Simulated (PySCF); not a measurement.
# I4Mn2 (Mn2(I)4): the cost of one run

Programs: PySCF 2.14.0, with routines of our own; each step states its level. All values are computed. Atoms count from 0.

### 1 The system as given

6 atoms, charge 0, multiplicity 11; geometry from: GFN2-xTB.

### 2 Open-shell or spin-flip excitations: unrestricted TDDFT PBE0/def2-SVP Mn:def2-TZVP

The job: settings as JSON, then the geometry in Å.

```
{"job": {"kind": "uabs", "xc": "PBE0", "basis": {"default": "def2-SVP", "Mn": "def2-TZVP"}, "nstates": 15, "tda": false, "pol": false}, "charge": 0, "multiplicity": 11}
Mn    -0.436860     0.987250     1.038600
I     -1.090810     3.240130     1.732330
I     -1.912270    -0.998650     0.221640
Mn     0.439570    -1.125590    -0.895280
I      1.082680    -1.979940    -3.096730
I      1.917690    -0.123190     0.999420
```

Level: unrestricted TDDFT PBE0/def2-SVP Mn:def2-TZVP, vertical, gas phase, core orbitals frozen in the response.

Run with:

```sh
OMP_NUM_THREADS=1 python excited_run.py task.json out
```

The driver reads the jobs from task.json and runs them one after another.

**Question.** How long does this first job take on 1 thread of Arm Neoverse V1, shared host, and how much memory does it need?

About 5.7 min, with a peak of 0.92 GiB.
